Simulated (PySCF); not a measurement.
**CHBF₂S: spin-spin couplings and electronic excitations at several levels of theory**

Aim: compute the spin-spin couplings and electronic excitations of CHBF₂S (`FB(F)C=S`) at several levels, and see how far they spread and what each costs.

Programs: PySCF 2.14.0, with density-fitted response routines of our own. Each step states its level of theory. These are calculated values for one molecule in the gas phase, unless marked as measured. Atoms are numbered from 0 throughout.

### Step 1. The starting structure

6 atoms, charge 0, multiplicity 1; geometry from: PBE0-D3(BJ)/def2-SVP.

Bonds of the start (Å): F0–B1 1.31, B1–F2 1.32, B1–C3 1.57, C3–S4 1.62, C3–H5 1.10.

### Step 2. J couplings: B3LYP/def2-TZVP

The job: settings as JSON, then the geometry in Å.

```
{"job": {"kind": "j", "xc": "B3LYP", "basis": "def2-TZVP"}, "charge": 0, "multiplicity": 1}
F      1.288336     1.275834     0.136856
B      0.778484     0.068738     0.153482
F      1.582749    -0.940648     0.421481
C     -0.745959    -0.191608    -0.138227
S     -1.767025     0.985695    -0.571676
H     -1.113229    -1.227544    -0.046635
```

Method: B3LYP/def2-TZVP indirect spin-spin coupling, non-relativistic, gas phase.

Command:

```
OMP_NUM_THREADS=1 python probes_run.py task.json out
```

This one command runs all jobs of the session in turn.

The log of the run:

```text
coarse grid: 6592 points
cycle   1  E = -661.6070119647  dE =  5.683e-01  |g| = 6.769e-01  |ddm| = 2.162e+00
cycle   2  E = -661.4913616073  dE =  1.157e-01  |g| = 1.121e+00  |ddm| = 8.371e-01
cycle   3  E = -661.6768429790  dE = -1.855e-01  |g| = 1.065e-01  |ddm| = 5.126e-01
cycle   4  E = -661.6784124955  dE = -1.570e-03  |g| = 7.061e-02  |ddm| = 1.089e-01
cycle   5  E = -661.6797771487  dE = -1.365e-03  |g| = 1.526e-02  |ddm| = 5.939e-02
cycle   6  E = -661.6798427375  dE = -6.559e-05  |g| = 1.499e-03  |ddm| = 1.484e-02
cycle   7  E = -661.6798430744  dE = -3.368e-07  |g| = 3.521e-04  |ddm| = 1.102e-03
final grid: 62744 points
cycle   8  E = -661.6779339218  dE = -1.086e-04  |g| = 4.387e-03  |ddm| = 3.672e-02
cycle   9  E = -661.6779237427  dE =  1.018e-05  |g| = 7.411e-03  |ddm| = 6.367e-03
cycle  10  E = -661.6779368640  dE = -1.312e-05  |g| = 1.595e-03  |ddm| = 5.483e-03
cycle  11  E = -661.6779376078  dE = -7.438e-07  |g| = 4.785e-04  |ddm| = 1.436e-03
cycle  12  E = -661.6779376410  dE = -3.322e-08  |g| = 1.327e-04  |ddm| = 2.282e-04
cycle  13  E = -661.6779376446  dE = -3.584e-09  |g| = 3.306e-05  |ddm| = 1.084e-04
cycle  14  E = -661.6779376449  dE = -2.376e-10  |g| = 6.392e-06  |ddm| = 2.559e-05
converged SCF energy = -661.6779376449

Indirect spin-spin couplings (Hz)
  i      j    bonds     total        FC       PSO       DSO        SD
  0 F    1 B    1   -110.102   -61.590   -49.059     0.998    -0.451
  0 F    2 F    2   -250.369    -0.237  -251.309    -1.071     2.248
  0 F    3 C    2     44.031    41.157     2.573    -0.021     0.322
  0 F    4 S    3     18.957     0.615     8.070    -0.012    10.283
  0 F    5 H    3     13.041    13.856     1.504    -1.782    -0.536
  1 B    2 F    1   -139.094   -87.409   -50.914     0.969    -1.741
  1 B    3 C    1    109.841   108.469    -0.057     0.398     1.031
  1 B    4 S    2      8.219     0.306     4.249     0.004     3.661
  1 B    5 H    2      7.648     7.586     0.093     0.050    -0.082
  2 F    3 C    2     59.817    51.702     5.973     0.001     2.141
  2 F    4 S    3     43.935    -1.160    26.873    -0.089    18.311
  2 F    5 H    3     -5.280    -5.800     0.794    -0.016    -0.257
  3 C    4 S    1    -48.458   -15.521   -30.986     0.023    -1.975
  3 C    5 H    1    158.504   158.323    -1.258     0.856     0.584
  4 S    5 H    2     -2.710     0.417    -5.373    -0.124     2.369
```

Wall time 17 s (1 thread of Arm Neoverse V1, shared host); peak memory 0.71 GiB.

A normal end doesn't make this result sound: the reference is near a triplet instability, so Fermi-contact and spin-dipole terms are unreliable.

### Step 3. Indirect couplings: B3LYP/cc-pVTZ

Same as in step 2 but for these lines:

```diff
@@ -1,2 +1,2 @@
-{"job": {"kind": "j", "xc": "B3LYP", "basis": "def2-TZVP"}, "charge": 0, "multiplicity": 1}
+{"job": {"kind": "j", "xc": "B3LYP", "basis": "cc-pVTZ"}, "charge": 0, "multiplicity": 1}
 F      1.288336     1.275834     0.136856
```

Level: B3LYP/cc-pVTZ indirect spin-spin coupling, non-relativistic, gas phase.

The log of the run:

```text
coarse grid: 6592 points
cycle   1  E = -661.5964886710  dE =  5.680e-01  |g| = 6.772e-01  |ddm| = 5.101e+00
cycle   2  E = -661.4817380576  dE =  1.148e-01  |g| = 1.123e+00  |ddm| = 1.845e+00
cycle   3  E = -661.6657415552  dE = -1.840e-01  |g| = 1.085e-01  |ddm| = 1.131e+00
cycle   4  E = -661.6676691909  dE = -1.928e-03  |g| = 6.587e-02  |ddm| = 2.233e-01
cycle   5  E = -661.6688707836  dE = -1.202e-03  |g| = 1.454e-02  |ddm| = 9.971e-02
cycle   6  E = -661.6689306602  dE = -5.988e-05  |g| = 1.193e-03  |ddm| = 2.385e-02
cycle   7  E = -661.6689309435  dE = -2.833e-07  |g| = 3.623e-04  |ddm| = 2.099e-03
final grid: 62744 points
cycle   8  E = -661.6694151025  dE = -1.081e-04  |g| = 3.979e-03  |ddm| = 6.052e-02
cycle   9  E = -661.6694062289  dE =  8.874e-06  |g| = 6.911e-03  |ddm| = 1.410e-02
cycle  10  E = -661.6694178146  dE = -1.159e-05  |g| = 1.375e-03  |ddm| = 1.003e-02
cycle  11  E = -661.6694183891  dE = -5.745e-07  |g| = 3.334e-04  |ddm| = 2.433e-03
cycle  12  E = -661.6694184141  dE = -2.507e-08  |g| = 1.238e-04  |ddm| = 5.066e-04
cycle  13  E = -661.6694184163  dE = -2.140e-09  |g| = 3.188e-05  |ddm| = 1.491e-04
cycle  14  E = -661.6694184165  dE = -2.125e-10  |g| = 5.417e-06  |ddm| = 3.766e-05
converged SCF energy = -661.6694184165

Indirect spin-spin couplings (Hz)
  i      j    bonds     total        FC       PSO       DSO        SD
  0 F    1 B    1   -148.837   -98.909   -50.748     0.996    -0.176
  0 F    2 F    2   -240.976     8.718  -250.945    -1.076     2.328
  0 F    3 C    2     44.162    41.309     2.565    -0.021     0.309
  0 F    4 S    3     16.668     0.202     7.232    -0.012     9.246
  0 F    5 H    3     10.332    11.132     1.592    -1.789    -0.602
  1 B    2 F    1   -167.324  -114.375   -52.484     0.966    -1.431
  1 B    3 C    1    102.505   101.207    -0.137     0.398     1.037
  1 B    4 S    2      7.496     0.333     3.902     0.004     3.257
  1 B    5 H    2      7.718     7.633     0.146     0.045    -0.106
  2 F    3 C    2     59.623    51.421     6.083     0.001     2.117
  2 F    4 S    3     40.644    -0.986    25.092    -0.089    16.627
  2 F    5 H    3     -4.559    -5.084     0.846    -0.021    -0.300
  3 C    4 S    1    -48.395   -17.788   -29.036     0.023    -1.595
  3 C    5 H    1    151.763   151.144    -1.090     0.831     0.879
  4 S    5 H    2     -1.759     0.952    -4.938    -0.125     2.351
```

Run time: 18 s. Hardware: 1 thread of Arm Neoverse V1, shared host; peak memory 0.7 GiB.

The run ended normally, but its values are not to be used for the molecule: the reference is near a triplet instability, so Fermi-contact and spin-dipole terms are unreliable.

### Step 4. Indirect couplings: B3LYP/6-31G*

Same as in step 3 but for these lines:

```diff
@@ -1,2 +1,2 @@
-{"job": {"kind": "j", "xc": "B3LYP", "basis": "cc-pVTZ"}, "charge": 0, "multiplicity": 1}
+{"job": {"kind": "j", "xc": "B3LYP", "basis": "6-31G*"}, "charge": 0, "multiplicity": 1}
 F      1.288336     1.275834     0.136856
```

Method: B3LYP/6-31G* indirect spin-spin coupling, non-relativistic, gas phase.

The log of the run:

```text
coarse grid: 6592 points
cycle   1  E = -661.4692470087  dE =  5.758e-01  |g| = 6.780e-01  |ddm| = 2.692e+00
cycle   2  E = -661.3494635387  dE =  1.198e-01  |g| = 1.088e+00  |ddm| = 1.129e+00
cycle   3  E = -661.5435298392  dE = -1.941e-01  |g| = 1.249e-01  |ddm| = 7.398e-01
cycle   4  E = -661.5471727728  dE = -3.643e-03  |g| = 5.313e-02  |ddm| = 1.604e-01
cycle   5  E = -661.5480127435  dE = -8.400e-04  |g| = 1.073e-02  |ddm| = 6.944e-02
cycle   6  E = -661.5480511693  dE = -3.843e-05  |g| = 1.268e-03  |ddm| = 1.597e-02
cycle   7  E = -661.5480516040  dE = -4.348e-07  |g| = 2.446e-04  |ddm| = 1.521e-03
final grid: 62744 points
cycle   8  E = -661.5176107743  dE = -2.147e-05  |g| = 3.269e-03  |ddm| = 1.347e-02
cycle   9  E = -661.5176039755  dE =  6.799e-06  |g| = 5.912e-03  |ddm| = 7.276e-03
cycle  10  E = -661.5176131884  dE = -9.213e-06  |g| = 1.056e-03  |ddm| = 5.931e-03
cycle  11  E = -661.5176135746  dE = -3.862e-07  |g| = 1.111e-04  |ddm| = 1.480e-03
cycle  12  E = -661.5176135775  dE = -2.920e-09  |g| = 5.644e-05  |ddm| = 1.466e-04
cycle  13  E = -661.5176135780  dE = -4.782e-10  |g| = 1.930e-05  |ddm| = 4.302e-05
converged SCF energy = -661.5176135780

Indirect spin-spin couplings (Hz)
  i      j    bonds     total        FC       PSO       DSO        SD
  0 F    1 B    1    -19.030    22.959   -42.460     1.136    -0.665
  0 F    2 F    2   -154.337    87.484  -244.136    -0.887     3.202
  0 F    3 C    2     42.128    38.774     3.065    -0.003     0.292
  0 F    4 S    3     15.654     1.159     6.655    -0.010     7.851
  0 F    5 H    3     10.984    11.632     1.373    -1.724    -0.298
  1 B    2 F    1    -44.151     0.228   -43.858     1.103    -1.624
  1 B    3 C    1    110.400   109.181    -0.040     0.399     0.860
  1 B    4 S    2      7.173     1.324     3.362     0.004     2.484
  1 B    5 H    2      7.982     7.840     0.124     0.062    -0.044
  2 F    3 C    2     54.448    46.619     6.070     0.018     1.741
  2 F    4 S    3     38.084    -0.296    24.160    -0.086    14.306
  2 F    5 H    3     -3.707    -4.586     0.908     0.034    -0.063
  3 C    4 S    1    -30.790    -4.389   -26.171     0.025    -0.255
  3 C    5 H    1    166.154   166.021    -1.465     0.903     0.695
  4 S    5 H    2     -3.978    -0.071    -5.171    -0.122     1.385
```

Run time: 6.3 s. Hardware: 1 thread of Arm Neoverse V1, shared host; peak memory 0.45 GiB.

It converged, yet the result is unsound: the reference is near a triplet instability, so Fermi-contact and spin-dipole terms are unreliable.

### Step 5. TDDFT and polarisability: HF/def2-SVPD

Same as in step 4 but for these lines:

```diff
@@ -1,2 +1,2 @@
-{"job": {"kind": "j", "xc": "B3LYP", "basis": "6-31G*"}, "charge": 0, "multiplicity": 1}
+{"job": {"kind": "uv", "xc": "HF", "basis": "def2-SVPD", "ip": true}, "charge": 0, "multiplicity": 1}
 F      1.288336     1.275834     0.136856
```

Level: TDDFT HF/def2-SVPD, vertical, gas phase, core orbitals frozen in the response.

The log of the run:

```text
final grid: 62744 points
cycle   1  E = -659.1841362859  dE =  7.052e-01  |g| = 7.231e-01  |ddm| = 3.146e+00
cycle   2  E = -659.2635573469  dE = -7.942e-02  |g| = 5.136e-01  |ddm| = 1.213e+00
cycle   3  E = -659.3217828088  dE = -5.823e-02  |g| = 5.634e-02  |ddm| = 5.704e-01
cycle   4  E = -659.3233487775  dE = -1.566e-03  |g| = 2.087e-02  |ddm| = 1.314e-01
cycle   5  E = -659.3235192954  dE = -1.705e-04  |g| = 6.088e-03  |ddm| = 4.412e-02
cycle   6  E = -659.3235478143  dE = -2.852e-05  |g| = 3.529e-03  |ddm| = 1.462e-02
cycle   7  E = -659.3235585612  dE = -1.075e-05  |g| = 1.255e-03  |ddm| = 1.240e-02
cycle   8  E = -659.3235602032  dE = -1.642e-06  |g| = 2.995e-04  |ddm| = 5.307e-03
cycle   9  E = -659.3235602975  dE = -9.433e-08  |g| = 1.166e-04  |ddm| = 1.255e-03
cycle  10  E = -659.3235603057  dE = -8.168e-09  |g| = 3.286e-05  |ddm| = 3.827e-04
cycle  11  E = -659.3235603063  dE = -6.424e-10  |g| = 7.370e-06  |ddm| = 1.174e-04
converged SCF energy = -659.3235603063

Static polarisability (au): isotropic 43.815, principal 32.124 39.013 60.309

Singlet excitations
state   eV       nm        f      main configurations
  1   1.8892    656.3   0.00000   H->L 0.96
  2   5.6968    217.6   0.27431   H-1->L 0.95
  3   6.2682    197.8   0.00307   H-2->L 0.94
  4   7.1360    173.7   0.03456   H->L+1 0.62, H->L+5 0.17, H->L+3 0.08
  5   7.5019    165.3   0.03984   H->L+2 0.74, H->L+3 0.11
  6   8.1699    151.8   0.00001   H->L+4 0.68, H-3->L 0.26
  7   8.2566    150.2   0.00041   H-3->L 0.60, H->L+4 0.27
  8   8.4067    147.5   0.06113   H->L+3 0.71, H->L+2 0.10, H->L+5 0.08
  9   9.0627    136.8   0.09438   H-1->L+1 0.64, H-1->L+5 0.09, H->L+8 0.08
 10   9.2582    133.9   0.05080   H->L+5 0.36, H->L+1 0.32, H->L+9 0.08

Triplet excitations (Tamm-Dancoff, eV): 1.1971 2.1551 5.1672 6.6328
```

Run time: 5.5 s. Hardware: 1 thread of Arm Neoverse V1, shared host; peak memory 0.45 GiB.

The orbitals next to the gap, with their largest atomic shares:

```tsv
orbital	eV	atoms
HOMO−3	-16.70	C3 37 %, F0 20 %, H5 13 %
HOMO−2	-14.96	S4 57 %, C3 29 %, B1 6 %
HOMO−1	-12.00	S4 49 %, C3 40 %, B1 6 %
HOMO	-10.02	S4 75 %, C3 16 %
LUMO	-0.10	S4 44 %, C3 34 %, B1 12 %
LUMO+1	1.86	B1 60 %, S4 21 %, F2 7 %
LUMO+2	2.64	S4 88 %, B1 5 %
```

With each of the 10 states as a Gaussian band of 0.4 eV half-width at 1/e, the curve within the window shown has maxima at 218 nm (ε 11,000), 169 nm (ε 2,500), 136 nm (ε 5,700) L/(mol cm). Beyond the last state computed it falls off for lack of states. The curve at chosen wavelengths:

(nm, ε (L/mol/cm)): (130, 1996), (163, 1856), (196, 1018), (230, 6342), (263, 28), (296, 0), (329, 0), (363, 0), (396, 0), (429, 0), (462, 0), (496, 0), (529, 0), (562, 0), (595, 0), (629, 0), (662, 0), (695, 0), (728, 0), (762, 0), (795, 0), (828, 0), (861, 0), (895, 0), (928, 0), (961, 0)

Ground-state properties from the same run:

```tsv
property	computed
dipole moment (D)	1.40
polarisability (Å³)	6.49
HOMO–LUMO gap (eV)	9.92
−ε(HOMO) (eV)	10.02
```

### Step 6. Ultraviolet spectrum: LDA/def2-SVPD

Same as in step 5 but for these lines:

```diff
@@ -1,2 +1,2 @@
-{"job": {"kind": "uv", "xc": "HF", "basis": "def2-SVPD", "ip": true}, "charge": 0, "multiplicity": 1}
+{"job": {"kind": "uv", "xc": "LDA", "basis": "def2-SVPD", "ip": true}, "charge": 0, "multiplicity": 1}
 F      1.288336     1.275834     0.136856
```

With the program's defaults for keys left out, this is: TDDFT LDA/def2-SVPD, vertical, gas phase, core orbitals frozen in the response.

The log of the run:

```text
coarse grid: 6592 points
cycle   1  E = -657.8667745591  dE =  4.858e-01  |g| = 5.138e-01  |ddm| = 3.494e+00
cycle   2  E = -657.7368281278  dE =  1.299e-01  |g| = 1.036e+00  |ddm| = 1.308e+00
cycle   3  E = -657.9127364685  dE = -1.759e-01  |g| = 8.249e-02  |ddm| = 7.457e-01
cycle   4  E = -657.9135852005  dE = -8.487e-04  |g| = 7.017e-02  |ddm| = 1.888e-01
cycle   5  E = -657.9149142434  dE = -1.329e-03  |g| = 3.211e-02  |ddm| = 9.242e-02
cycle   6  E = -657.9151913182  dE = -2.771e-04  |g| = 2.525e-03  |ddm| = 3.036e-02
cycle   7  E = -657.9151930380  dE = -1.720e-06  |g| = 6.434e-04  |ddm| = 4.588e-03
final grid: 62744 points
cycle   8  E = -657.9717278500  dE = -5.766e-05  |g| = 4.082e-03  |ddm| = 4.702e-02
cycle   9  E = -657.9717222389  dE =  5.611e-06  |g| = 7.083e-03  |ddm| = 9.679e-03
cycle  10  E = -657.9717307535  dE = -8.515e-06  |g| = 9.465e-04  |ddm| = 5.568e-03
cycle  11  E = -657.9717309097  dE = -1.562e-07  |g| = 5.706e-04  |ddm| = 1.635e-03
cycle  12  E = -657.9717309936  dE = -8.393e-08  |g| = 2.150e-04  |ddm| = 7.100e-04
cycle  13  E = -657.9717310059  dE = -1.224e-08  |g| = 5.457e-05  |ddm| = 2.330e-04
cycle  14  E = -657.9717310065  dE = -6.669e-10  |g| = 1.584e-05  |ddm| = 5.904e-05
converged SCF energy = -657.9717310065

Static polarisability (au): isotropic 47.732, principal 33.882 44.992 64.322

Singlet excitations
state   eV       nm        f      main configurations
  1   1.3822    897.0   0.00000   H->L 1.00
  2   5.3028    233.8   0.00051   H-2->L 0.63, H->L+1 0.36
  3   5.4653    226.9   0.00161   H->L+1 0.43, H->L+2 0.32, H-2->L 0.23
  4   5.4862    226.0   0.00113   H->L+2 0.66, H->L+1 0.21, H-2->L 0.12
  5   5.6434    219.7   0.00437   H-3->L 0.94
  6   5.8404    212.3   0.21551   H-1->L 0.89
  7   6.3928    193.9   0.00210   H-4->L 0.94
  8   6.4796    191.3   0.06432   H->L+3 0.95
  9   6.5746    188.6   0.04746   H->L+4 0.95
 10   6.6574    186.2   0.02588   H-5->L 0.97

Triplet excitations (Tamm-Dancoff, eV): 0.8719 3.4157 4.7403 5.2883
Vertical ionisation energy (delta-SCF) = 9.5868 eV
Vertical electron affinity (delta-SCF) = 1.6298 eV
```

Run time: 17 s. Hardware: 1 thread of Arm Neoverse V1, shared host; peak memory 0.45 GiB.

Key values: HOMO -5.90 eV, LUMO -4.81 eV; lowest singlet 1.38 eV.

### Step 7. Excited states and response: PBE/def2-SVPD

Same as in step 6 but for these lines:

```diff
@@ -1,2 +1,2 @@
-{"job": {"kind": "uv", "xc": "LDA", "basis": "def2-SVPD", "ip": true}, "charge": 0, "multiplicity": 1}
+{"job": {"kind": "uv", "xc": "PBE", "basis": "def2-SVPD", "ip": true}, "charge": 0, "multiplicity": 1}
 F      1.288336     1.275834     0.136856
```

Method: TDDFT PBE/def2-SVPD, vertical, gas phase, core orbitals frozen in the response.

The log of the run:

```text
coarse grid: 6592 points
cycle   1  E = -660.6292275372  dE =  5.032e-01  |g| = 5.548e-01  |ddm| = 3.524e+00
cycle   2  E = -660.4826064704  dE =  1.466e-01  |g| = 1.097e+00  |ddm| = 1.358e+00
cycle   3  E = -660.6815724893  dE = -1.990e-01  |g| = 8.134e-02  |ddm| = 7.922e-01
cycle   4  E = -660.6824370675  dE = -8.646e-04  |g| = 6.828e-02  |ddm| = 1.900e-01
cycle   5  E = -660.6837076717  dE = -1.271e-03  |g| = 3.080e-02  |ddm| = 9.183e-02
cycle   6  E = -660.6839676686  dE = -2.600e-04  |g| = 2.517e-03  |ddm| = 2.966e-02
cycle   7  E = -660.6839693281  dE = -1.660e-06  |g| = 6.548e-04  |ddm| = 4.720e-03
final grid: 62744 points
cycle   8  E = -660.7752376339  dE = -3.286e-05  |g| = 1.178e-02  |ddm| = 5.632e-02
cycle   9  E = -660.7748271566  dE =  4.105e-04  |g| = 3.803e-02  |ddm| = 4.741e-02
cycle  10  E = -660.7752748645  dE = -4.477e-04  |g| = 2.106e-03  |ddm| = 3.929e-02
cycle  11  E = -660.7752765516  dE = -1.687e-06  |g| = 4.531e-04  |ddm| = 3.075e-03
cycle  12  E = -660.7752765901  dE = -3.851e-08  |g| = 1.511e-04  |ddm| = 4.661e-04
cycle  13  E = -660.7752765943  dE = -4.212e-09  |g| = 2.826e-05  |ddm| = 1.561e-04
cycle  14  E = -660.7752765945  dE = -2.178e-10  |g| = 9.205e-06  |ddm| = 4.765e-05
converged SCF energy = -660.7752765945

Static polarisability (au): isotropic 47.683, principal 33.781 44.889 64.379

Singlet excitations
state   eV       nm        f      main configurations
  1   1.4615    848.3   0.00000   H->L 1.00
  2   5.3486    231.8   0.00055   H-2->L 0.88, H->L+2 0.09
  3   5.3880    230.1   0.00204   H->L+1 0.98
  4   5.6135    220.9   0.00143   H->L+2 0.89, H-2->L 0.09
  5   5.6442    219.7   0.00466   H-3->L 0.95
  6   5.8184    213.1   0.21206   H-1->L 0.88
  7   6.3971    193.8   0.05445   H->L+3 0.97
  8   6.4216    193.1   0.00226   H-4->L 0.95
  9   6.4754    191.5   0.05437   H->L+4 0.97
 10   6.6119    187.5   0.02265   H-5->L 0.98

Triplet excitations (Tamm-Dancoff, eV): 0.8684 3.1838 4.6559 5.2715
Vertical ionisation energy (delta-SCF) = 9.3736 eV
Vertical electron affinity (delta-SCF) = 1.4918 eV
```

Wall time 25 s (1 thread of Arm Neoverse V1, shared host); peak memory 0.45 GiB.

This run: HOMO -5.80 eV, LUMO -4.60 eV; lowest singlet 1.46 eV.

### Step 8. Ultraviolet spectrum: B3LYP/def2-SVPD

Same as in step 7 but for these lines:

```diff
@@ -1,2 +1,2 @@
-{"job": {"kind": "uv", "xc": "PBE", "basis": "def2-SVPD", "ip": true}, "charge": 0, "multiplicity": 1}
+{"job": {"kind": "uv", "xc": "B3LYP", "basis": "def2-SVPD", "ip": true}, "charge": 0, "multiplicity": 1}
 F      1.288336     1.275834     0.136856
```

Method: TDDFT B3LYP/def2-SVPD, vertical, gas phase, core orbitals frozen in the response.

The log of the run:

```text
coarse grid: 6592 points
cycle   1  E = -661.1118428672  dE =  5.352e-01  |g| = 5.878e-01  |ddm| = 3.378e+00
cycle   2  E = -661.0131699919  dE =  9.867e-02  |g| = 9.742e-01  |ddm| = 1.284e+00
cycle   3  E = -661.1705951180  dE = -1.574e-01  |g| = 1.011e-01  |ddm| = 7.262e-01
cycle   4  E = -661.1726776115  dE = -2.082e-03  |g| = 5.175e-02  |ddm| = 1.415e-01
cycle   5  E = -661.1734525729  dE = -7.750e-04  |g| = 1.134e-02  |ddm| = 6.693e-02
cycle   6  E = -661.1734917886  dE = -3.922e-05  |g| = 1.115e-03  |ddm| = 1.726e-02
cycle   7  E = -661.1734920978  dE = -3.092e-07  |g| = 2.171e-04  |ddm| = 1.775e-03
final grid: 62744 points
cycle   8  E = -661.2425351223  dE = -4.085e-05  |g| = 2.873e-03  |ddm| = 3.892e-02
cycle   9  E = -661.2425305231  dE =  4.599e-06  |g| = 4.906e-03  |ddm| = 7.459e-03
cycle  10  E = -661.2425368474  dE = -6.324e-06  |g| = 1.063e-03  |ddm| = 5.369e-03
cycle  11  E = -661.2425372122  dE = -3.648e-07  |g| = 1.562e-04  |ddm| = 1.528e-03
cycle  12  E = -661.2425372167  dE = -4.503e-09  |g| = 7.297e-05  |ddm| = 1.906e-04
cycle  13  E = -661.2425372176  dE = -9.244e-10  |g| = 1.867e-05  |ddm| = 7.303e-05
converged SCF energy = -661.2425372176

Static polarisability (au): isotropic 46.348, principal 33.214 43.163 62.667

Singlet excitations
state   eV       nm        f      main configurations
  1   1.5567    796.5   0.00000   H->L 1.00
  2   5.7659    215.0   0.00218   H-2->L 0.98
  3   5.7872    214.2   0.15071   H-1->L 0.71, H->L+1 0.25
  4   5.8821    210.8   0.08933   H->L+1 0.73, H-1->L 0.23
  5   6.3348    195.7   0.00276   H->L+2 0.98
  6   6.5950    188.0   0.00180   H-3->L 0.97
  7   6.6607    186.1   0.05125   H->L+3 0.96
  8   6.9265    179.0   0.04694   H->L+4 0.96
  9   7.3547    168.6   0.00022   H-4->L 0.91
 10   7.4607    166.2   0.00113   H->L+6 0.69, H->L+5 0.25

Triplet excitations (Tamm-Dancoff, eV): 0.9755 3.0461 4.9279 5.7164
Vertical ionisation energy (delta-SCF) = 9.5186 eV
Vertical electron affinity (delta-SCF) = 1.5431 eV
```

Run time: 20 s. Hardware: 1 thread of Arm Neoverse V1, shared host; peak memory 0.53 GiB.

This run: HOMO -6.84 eV, LUMO -3.89 eV; lowest singlet 1.56 eV.

(Part 1 of 2 ends here.)
